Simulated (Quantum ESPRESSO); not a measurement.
# Ga3Sb (I4/mmm) in Quantum ESPRESSO: a series of runs

The runs below take Ga3Sb through single point, equation of state, with LDA.

Everything below comes from runs of Quantum ESPRESSO 7.5. Logs are shortened: lines on timing, memory, paths and dates and some standing lists are left out, and cuts for length are marked.

## 1. Starting point

Symmetry: I4/mmm, No. 139, tetragonal system. Conventional cell: a = 4.318 Å, b = 4.318 Å, c = 9.521 Å, α = 90.00°, β = 90.00°, γ = 90.00°. Sb (site symmetry 4/mmm) has 12 Ga at 3.05 to 3.21 Å as nearest neighbours. Ga (site symmetry 4/mmm) is surrounded by 4 Sb at 3.05 Å and 8 Ga at 3.21 Å. Ga (site symmetry -4m2) is surrounded by 8 Ga at 3.05 to 3.21 Å and 4 Sb at 3.21 Å.

The cell comes from a database or a generator and needn't be the stable form of this composition.

## 2. Single point, LDA, 20.85 Å³/atom

File pw.in:

```
&CONTROL
  calculation = 'scf'
  prefix = 'pwscf'
  outdir = './tmp'
  pseudo_dir = './pseudo'
  tstress = .true.
  disk_io = 'nowf'
/
&SYSTEM
  ibrav = 0
  nat = 4
  ntyp = 2
  ecutwfc = 56
  ecutrho = 448
  nbnd = 48
  occupations = 'smearing'
  smearing = 'fd'
  degauss = 0.00367493
/
&ELECTRONS
  conv_thr = 8d-10
  electron_maxstep = 120
  mixing_beta = 0.5
/
ATOMIC_SPECIES
Sb   121.7600 sb_lda_v1.4.uspp.F.UPF
Ga    69.7230 ga_lda_v1.4.uspp.F.UPF
CELL_PARAMETERS angstrom
  -2.1147295119    2.1147295119    4.6633039972
   2.1147295119   -2.1147295119    4.6633039972
   2.1147295119    2.1147295119   -4.6633039972
ATOMIC_POSITIONS crystal
Sb     0.0000000000    0.0000000000    0.0000000000
Ga     0.5000000000    0.5000000000    0.0000000000
Ga     0.2500000000    0.7500000000    0.5000000000
Ga     0.7500000000    0.2500000000    0.5000000000
K_POINTS automatic
6 6 6 0 0 0
```

Potentials or basis: GBRV 1.5 LDA.

On the command line:

```bash
OMP_NUM_THREADS=1 mpirun -n 2 pw.x -nk 2 -in pw.in > pw.out
```

pw.out:

```text
This program is part of the open-source Quantum ESPRESSO suite
     for quantum simulation of materials; please cite
         "P. Giannozzi et al., J. Phys.:Condens. Matter 21 395502 (2009);
         "P. Giannozzi et al., J. Phys.:Condens. Matter 29 465901 (2017);
         "P. Giannozzi et al., J. Chem. Phys. 152 154105 (2020);
     in publications or presentations arising from this work. More details at

     Message from routine setup:
     using ibrav=0 with symmetry is DISCOURAGED, use correct ibrav instead

     K-points division:     npool     =       2
     Subspace diagonalization in iterative solution of the eigenvalue problem:
     a serial algorithm will be used

     G-vector sticks info
     --------------------
     sticks:   dense  smooth     PW     G-vecs:    dense   smooth      PW
     Sum        3561    1767    599                90035    31785    6185

     Using Slab Decomposition

     bravais-lattice index     =            0
     lattice parameter (alat)  =      10.4689  a.u.
     unit-cell volume          =     562.9372 (a.u.)^3
     number of atoms/cell      =            4
     number of atomic types    =            2
     number of electrons       =        72.00
     number of Kohn-Sham states=           48
     kinetic-energy cutoff     =      56.0000  Ry
     charge density cutoff     =     448.0000  Ry
     scf convergence threshold =      8.0E-10
     mixing beta               =       0.5000
     number of iterations used =            8  plain     mixing
     Exchange-correlation=  SLA  PZ   NOGX NOGC
                           (   1   1   0   0   0   0   0)

     celldm(1)=  10.468906  celldm(2)=   0.000000  celldm(3)=   0.000000
     celldm(4)=   0.000000  celldm(5)=   0.000000  celldm(6)=   0.000000

     crystal axes: (cart. coord. in units of alat)
               a(1) = (  -0.381727   0.381727   0.841766 )
               a(2) = (   0.381727  -0.381727   0.841766 )
               a(3) = (   0.381727   0.381727  -0.841766 )

     reciprocal axes: (cart. coord. in units 2 pi/alat)
               b(1) = ( -0.000000  1.309838  0.593989 )
               b(2) = (  1.309838 -0.000000  0.593989 )
               b(3) = (  1.309838  1.309838  0.000000 )

     PseudoPot. # 1 for Sb read from file:
     sb_lda_v1.4.uspp.F.UPF
     Pseudo is Ultrasoft + core correction, Zval = 15.0
     Generated by new atomic code, or converted to UPF format
     Using radial grid of  891 points,  6 beta functions with:
                l(1) =   0
                l(2) =   0
                l(3) =   1
                l(4) =   1
                l(5) =   2
                l(6) =   2
     Q(r) pseudized with  8 coefficients,  rinner =    1.350   1.350   1.350
                                                       1.350   1.350

     PseudoPot. # 2 for Ga read from file:
     ga_lda_v1.4.uspp.F.UPF
     Pseudo is Ultrasoft + core correction, Zval = 19.0
     Generated by new atomic code, or converted to UPF format
     Using radial grid of  871 points,  6 beta functions with:
                l(1) =   0
                l(2) =   0
                l(3) =   1
                l(4) =   1
                l(5) =   2
                l(6) =   2
     Q(r) pseudized with  8 coefficients,  rinner =    1.250   1.250   1.250
                                                       1.250   1.250

     atomic species   valence    mass     pseudopotential
     Sb               15.00   121.76000     Sb( 1.00)
     Ga               19.00    69.72300     Ga( 1.00)

     16 Sym. Ops., with inversion, found

   Cartesian axes

     site n.     atom                  positions (alat units)
         1        Sb     tau(   1) = (   0.0000000   0.0000000   0.0000000  )
         2        Ga     tau(   2) = (   0.0000000   0.0000000   0.8417658  )
         3        Ga     tau(   3) = (   0.3817266  -0.0000000   0.4208829  )
         4        Ga     tau(   4) = (  -0.0000000   0.3817266   0.4208829  )

     number of k points=    30  Fermi-Dirac smearing, width (Ry)=  0.0037
                       cart. coord. in units 2pi/alat
        k(    1) = (   0.0000000   0.0000000   0.0000000), wk =   0.0092593
        k(    2) = (   0.2183064   0.2183064   0.0000000), wk =   0.0370370
        k(    3) = (   0.4366127   0.4366127   0.0000000), wk =   0.0370370
        k(    4) = (  -0.6549191  -0.6549191   0.0000000), wk =   0.0185185
        k(    5) = (   0.2183064  -0.0000000   0.0989982), wk =   0.0740741
        k(    6) = (   0.4366127   0.2183064   0.0989982), wk =   0.1481481
[... 22 lines left out ...]
        k(   29) = (  -1.0915318  -0.2183064  -0.0000000), wk =   0.0370370
        k(   30) = (  -1.3098381  -1.3098381  -0.5939894), wk =   0.0092593

     Dense  grid:    90035 G-vectors     FFT dimensions: (  72,  72,  72)

     Smooth grid:    31785 G-vectors     FFT dimensions: (  50,  50,  50)

     Initial potential from superposition of free atoms

     starting charge      68.0000, renormalised to      72.0000
     Starting wfcs are   45 randomized atomic wfcs +    3 random wfcs

     Self-consistent Calculation

     iteration #  1     ecut=    56.00 Ry     beta= 0.50
     Davidson diagonalization with overlap
     ethr =  1.00E-02,  avg # of iterations =  7.1

     total energy              =   -1404.64409037 Ry
     estimated scf accuracy    <      45.80100381 Ry

     iteration #  2     ecut=    56.00 Ry     beta= 0.50
     Davidson diagonalization with overlap
     ethr =  1.00E-02,  avg # of iterations =  3.0

     total energy              =   -1428.66676818 Ry
     estimated scf accuracy    <      17.20411086 Ry

     iteration #  3     ecut=    56.00 Ry     beta= 0.50
     Davidson diagonalization with overlap
     ethr =  1.00E-02,  avg # of iterations =  2.0

     total energy              =   -1429.52113738 Ry
     estimated scf accuracy    <       2.24627918 Ry

     iteration #  4     ecut=    56.00 Ry     beta= 0.50
     Davidson diagonalization with overlap
     ethr =  3.12E-03,  avg # of iterations =  2.0

     total energy              =   -1429.37774953 Ry
     estimated scf accuracy    <       0.54524059 Ry

     iteration #  5     ecut=    56.00 Ry     beta= 0.50
     Davidson diagonalization with overlap
     ethr =  7.57E-04,  avg # of iterations =  2.0
[... 29 lines left out ...]
     total energy              =   -1429.46361489 Ry
     estimated scf accuracy    <       0.00000271 Ry

     iteration # 10     ecut=    56.00 Ry     beta= 0.50
     Davidson diagonalization with overlap
     ethr =  3.76E-09,  avg # of iterations =  2.7

     total energy              =   -1429.46361581 Ry
     estimated scf accuracy    <       0.00000036 Ry

     iteration # 11     ecut=    56.00 Ry     beta= 0.50
     Davidson diagonalization with overlap
     ethr =  5.03E-10,  avg # of iterations =  2.0

     total energy              =   -1429.46361587 Ry
     estimated scf accuracy    <          5.0E-09 Ry

     iteration # 12     ecut=    56.00 Ry     beta= 0.50
     Davidson diagonalization with overlap
     ethr =  6.93E-12,  avg # of iterations =  4.7

     End of self-consistent calculation

          k = 0.0000 0.0000 0.0000 (  4029 PWs)   bands (ev):

   -82.9981 -82.9902 -82.9902 -82.9707 -82.9705 -82.9670 -82.9670 -82.9652
   -82.9652 -17.9477 -17.9395 -17.9395 -17.9273 -17.9259  -3.9315  -3.8811
    -3.8610  -3.8190  -3.8190  -3.8107  -3.8107  -3.7965  -3.7864  -3.7663
    -3.7026  -3.6854  -3.6854  -3.6676  -3.5918  -0.9262   5.6103   6.9791
     8.0811   9.1899   9.1899   9.2075  10.7115  10.7115  12.0281  12.2736
    15.6637  15.6637  19.1509  19.4148  21.0906  21.2461  21.2461  23.3039

          k = 0.2183 0.2183 0.0000 (  3987 PWs)   bands (ev):

   -82.9981 -82.9902 -82.9902 -82.9707 -82.9705 -82.9670 -82.9665 -82.9657
   -82.9652 -17.9467 -17.9400 -17.9398 -17.9280 -17.9236  -3.9055  -3.8587
    -3.8436  -3.8332  -3.8195  -3.8078  -3.8076  -3.7796  -3.7696  -3.7554
    -3.7204  -3.7147  -3.6913  -3.6859  -3.6272  -0.4904   5.2187   7.1395
     7.3953   7.5437   7.9245   9.0421  11.4337  12.5383  13.3359  14.2127
    14.4631  16.2038  18.0234  18.7955  19.6776  21.3776  21.6524  21.7810

          k = 0.4366 0.4366 0.0000 (  3976 PWs)   bands (ev):

   -82.9981 -82.9902 -82.9902 -82.9706 -82.9706 -82.9671 -82.9666 -82.9656
   -82.9652 -17.9450 -17.9409 -17.9405 -17.9299 -17.9189  -3.9012  -3.8606
    -3.8329  -3.8221  -3.8115  -3.8014  -3.7990  -3.7895  -3.7550  -3.7405
    -3.7271  -3.7242  -3.7135  -3.7077  -3.6471   0.7502   4.3091   6.2403
     6.5765   7.0230   7.1958   8.9897   9.3017  13.8899  14.9055  16.2298
    16.8930  17.3157  17.3694  17.8098  20.8481  21.0891  21.3800  21.6043

          k =-0.6549-0.6549 0.0000 (  3958 PWs)   bands (ev):

   -82.9981 -82.9902 -82.9902 -82.9706 -82.9706 -82.9671 -82.9671 -82.9651
   -82.9651 -17.9442 -17.9413 -17.9408 -17.9311 -17.9166  -3.9178  -3.8562
    -3.8551  -3.8278  -3.8242  -3.8157  -3.8093  -3.7937  -3.7475  -3.7416
    -3.7152  -3.7104  -3.6902  -3.6865  -3.6489   1.8670   4.1712   5.1818
     5.8110   6.0892   6.7550  10.4377  11.0078  11.2982  12.0884  17.8079
    17.8277  19.2762  19.4656  20.1940  20.6419  22.1084  22.1211  22.8037
[... 210 lines left out ...]
   -82.9981 -82.9902 -82.9902 -82.9707 -82.9705 -82.9665 -82.9665 -82.9657
   -82.9657 -17.9463 -17.9408 -17.9393 -17.9282 -17.9223  -3.8804  -3.8630
    -3.8602  -3.8408  -3.8300  -3.8176  -3.7927  -3.7630  -3.7357  -3.7343
    -3.7317  -3.6978  -3.6952  -3.6895  -3.6814   0.7484   2.8954   3.5309
     8.0857   8.9752  10.9172  11.4693  13.3753  13.3761  13.6808  14.0262
    14.6146  15.1315  15.6485  16.8921  17.1096  18.8519  18.9673  22.4382

          k =-1.0915-0.2183-0.0000 (  3976 PWs)   bands (ev):

   -82.9981 -82.9902 -82.9902 -82.9707 -82.9705 -82.9670 -82.9665 -82.9657
   -82.9652 -17.9466 -17.9399 -17.9398 -17.9280 -17.9237  -3.9006  -3.8846
    -3.8828  -3.8718  -3.8312  -3.8146  -3.8049  -3.7601  -3.7354  -3.7196
    -3.7057  -3.7036  -3.6863  -3.6738  -3.6317   0.4635   2.4191   5.3369
     6.0261  10.7245  10.7449  12.3376  12.4416  13.5863  13.6284  13.8046
    14.0679  16.0721  16.1059  17.4152  18.5006  19.4349  19.7664  20.0065

          k =-1.3098-1.3098-0.5940 (  3976 PWs)   bands (ev):

   -82.9981 -82.9902 -82.9902 -82.9707 -82.9705 -82.9670 -82.9670 -82.9652
   -82.9652 -17.9475 -17.9394 -17.9394 -17.9273 -17.9260  -3.9229  -3.9169
    -3.8940  -3.8940  -3.8359  -3.8303  -3.7950  -3.7541  -3.7212  -3.7212
    -3.6900  -3.6900  -3.6699  -3.6669  -3.5918   0.0717   1.9404   7.3066
     7.9629   7.9629   8.6576  13.2474  13.7587  13.7587  15.0238  15.2489
    15.5553  17.0567  17.0567  17.5126  17.7957  17.7958  17.8964  18.3572

     the Fermi energy is    11.0395 ev

!    total energy              =   -1429.46361587 Ry
     estimated scf accuracy    <          4.4E-10 Ry
     smearing contrib. (-TS)   =      -0.00077658 Ry
     internal energy E=F+TS    =   -1429.46283930 Ry

     The total energy is F=E-TS. E is the sum of the following terms:
     one-electron contribution =   -1104.14861064 Ry
     hartree contribution      =     583.91182672 Ry
     xc contribution           =    -186.47787212 Ry
     ewald contribution        =    -722.74818326 Ry

     convergence has been achieved in  12 iterations

     Computing stress (Cartesian axis) and pressure

          total   stress  (Ry/bohr**3)                   (kbar)     P=      -17.37
  -0.00005467   0.00000000  -0.00000000           -8.04        0.00       -0.00
   0.00000000  -0.00005467   0.00000000            0.00       -8.04        0.00
  -0.00000000   0.00000000  -0.00024494           -0.00        0.00      -36.03

=------------------------------------------------------------------------------=
   JOB DONE.
=------------------------------------------------------------------------------=
```

Wall time 1.7 min (2 MPI ranks of Intel Xeon Platinum 8259CL at 2.50GHz (Skylake/Cascade Lake), shared host); peak memory 0.56 GiB.

Results:

| Item | Value |
| --- | --- |
| Free energy | -19448.8433 eV |
| Pressure | -1.7 GPa |
| Band gap on the k mesh | none (metal or under the smearing width) |

Caveat: the k mesh is coarse.

## 3. Single point, LDA, 21.30 Å³/atom

pw.in, as its differences from that of step 2:

```diff
@@ -28,5 +28,5 @@
 CELL_PARAMETERS angstrom
-  -2.1147295119    2.1147295119    4.6633039972
-   2.1147295119   -2.1147295119    4.6633039972
-   2.1147295119    2.1147295119   -4.6633039972
+  -2.1296224639    2.1296224639    4.6961452482
+   2.1296224639   -2.1296224639    4.6961452482
+   2.1296224639    2.1296224639   -4.6961452482
 ATOMIC_POSITIONS crystal
```

Potentials or basis: GBRV 1.5 LDA.

On the command line:

```bash
OMP_NUM_THREADS=1 mpirun -n 2 pw.x -nk 2 -in pw.in > pw.out
```

Wall time 2 min (2 MPI ranks of Intel Xeon Platinum 8259CL at 2.50GHz (Skylake/Cascade Lake), shared host); peak memory 0.56 GiB.

The run converged. Its results:

```
Free energy            : -19448.8187 eV
Pressure               : -2.8 GPa
Band gap on the k mesh : none (metal or under the smearing width)
```

Caveat: the k mesh is coarse.

## 4. Single point, LDA, 21.74 Å³/atom

pw.in, as its differences from that of step 3:

```diff
@@ -28,5 +28,5 @@
 CELL_PARAMETERS angstrom
-  -2.1296224639    2.1296224639    4.6961452482
-   2.1296224639   -2.1296224639    4.6961452482
-   2.1296224639    2.1296224639   -4.6961452482
+  -2.1443099795    2.1443099795    4.7285334803
+   2.1443099795   -2.1443099795    4.7285334803
+   2.1443099795    2.1443099795   -4.7285334803
 ATOMIC_POSITIONS crystal
```

On the command line:

```bash
OMP_NUM_THREADS=1 mpirun -n 2 pw.x -nk 2 -in pw.in > pw.out
```

It took 2.2 min on 2 MPI ranks of Intel Xeon Platinum 8259CL at 2.50GHz (Skylake/Cascade Lake), shared host; peak memory 0.56 GiB.

It converged, with:

```
Free energy            : -19448.7832 eV
Pressure               : -3.7 GPa
Band gap on the k mesh : none (metal or under the smearing width)
```

Caveat: the k mesh is coarse.

## 5. Single point, LDA, 22.19 Å³/atom

pw.in, as its differences from that of step 4:

```diff
@@ -28,5 +28,5 @@
 CELL_PARAMETERS angstrom
-  -2.1443099795    2.1443099795    4.7285334803
-   2.1443099795   -2.1443099795    4.7285334803
-   2.1443099795    2.1443099795   -4.7285334803
+  -2.1587990000    2.1587990000    4.7604840000
+   2.1587990000   -2.1587990000    4.7604840000
+   2.1587990000    2.1587990000   -4.7604840000
 ATOMIC_POSITIONS crystal
```

On the command line:

```bash
OMP_NUM_THREADS=1 mpirun -n 2 pw.x -nk 2 -in pw.in > pw.out
```

Run time: 1.9 min. Hardware: 2 MPI ranks of Intel Xeon Platinum 8259CL at 2.50GHz (Skylake/Cascade Lake), shared host; peak memory 0.58 GiB.

It converged, with:

| Quantity | Value |
| --- | --- |
| Free energy | -19448.7382 eV |
| Pressure | -4.6 GPa |
| Band gap on the k mesh | none (metal or under the smearing width) |

Caveat: the k mesh is coarse.

## 6. Single point, LDA, 22.63 Å³/atom

pw.in, as its differences from that of step 5:

```diff
@@ -28,5 +28,5 @@
 CELL_PARAMETERS angstrom
-  -2.1587990000    2.1587990000    4.7604840000
-   2.1587990000   -2.1587990000    4.7604840000
-   2.1587990000    2.1587990000   -4.7604840000
+  -2.1730960988    2.1730960988    4.7920113029
+   2.1730960988   -2.1730960988    4.7920113029
+   2.1730960988    2.1730960988   -4.7920113029
 ATOMIC_POSITIONS crystal
```

Potentials or basis: GBRV 1.5 LDA.

On the command line:

```bash
OMP_NUM_THREADS=1 mpirun -n 2 pw.x -nk 2 -in pw.in > pw.out
```

It took 2.1 min on 2 MPI ranks of Intel Xeon Platinum 8259CL at 2.50GHz (Skylake/Cascade Lake), shared host; peak memory 0.6 GiB.

The run converged. Its results:

```
Free energy            : -19448.6848 eV
Pressure               : -5.2 GPa
Band gap on the k mesh : none (metal or under the smearing width)
```

Caveat: the k mesh is coarse.

## 7. Single point, LDA, 23.07 Å³/atom

pw.in, as its differences from that of step 6:

```diff
@@ -28,5 +28,5 @@
 CELL_PARAMETERS angstrom
-  -2.1730960988    2.1730960988    4.7920113029
-   2.1730960988   -2.1730960988    4.7920113029
-   2.1730960988    2.1730960988   -4.7920113029
+  -2.1872075078    2.1872075078    4.8231291313
+   2.1872075078   -2.1872075078    4.8231291313
+   2.1872075078    2.1872075078   -4.8231291313
 ATOMIC_POSITIONS crystal
```

On the command line:

```bash
OMP_NUM_THREADS=1 mpirun -n 2 pw.x -nk 2 -in pw.in > pw.out
```

Run time: 2.2 min. Hardware: 2 MPI ranks of Intel Xeon Platinum 8259CL at 2.50GHz (Skylake/Cascade Lake), shared host; peak memory 0.6 GiB.

Results (log left out):

```yaml
Free_energy: -19448.6241 eV
Pressure: -5.9 GPa
Band_gap_on_the_k_mesh: none (metal or under the smearing width)
```

Caveat: the k mesh is coarse.

## 8. Single point, LDA, 23.52 Å³/atom

pw.in, as its differences from that of step 7:

```diff
@@ -28,5 +28,5 @@
 CELL_PARAMETERS angstrom
-  -2.1872075078    2.1872075078    4.8231291313
-   2.1872075078   -2.1872075078    4.8231291313
-   2.1872075078    2.1872075078   -4.8231291313
+  -2.2011391414    2.2011391414    4.8538505273
+   2.2011391414   -2.2011391414    4.8538505273
+   2.2011391414    2.2011391414   -4.8538505273
 ATOMIC_POSITIONS crystal
```

On the command line:

```bash
OMP_NUM_THREADS=1 mpirun -n 2 pw.x -nk 2 -in pw.in > pw.out
```

It took 2.6 min on 2 MPI ranks of Intel Xeon Platinum 8259CL at 2.50GHz (Skylake/Cascade Lake), shared host; peak memory 0.62 GiB.

The run converged. Its results:

```
Free energy            : -19448.5569 eV
Pressure               : -6.4 GPa
Band gap on the k mesh : none (metal or under the smearing width)
```

Caveat: the k mesh is coarse.

## 9. Equation of state, LDA

Potentials or basis: GBRV 1.5 LDA.

This step only gathers the single runs of the series.

Results:

```yaml
Equilibrium_volume: "20.24 Å³/atom (rough: see the caveat)"
Bulk_modulus_at_fixed_shape_and_positions: 61 GPa (rough)
```

Energy against volume, from the lowest point:
| volume (Å³/atom) | energy (meV/atom) |
| --- | --- |
| 20.855 | 0.00 |
| 21.298 | 6.16 |
| 21.742 | 15.02 |
| 22.186 | 26.27 |
| 22.630 | 39.62 |
| 23.073 | 54.81 |
| 23.517 | 71.59 |

Caveat: the k mesh is coarse; the minimum lies outside the volumes run; the cell was scaled at fixed shape and fractional positions, which overstates the stiffness of a crystal with free parameters, most of all of layers and chains. The run has no spin-orbit coupling, so splittings on Sb are missing.
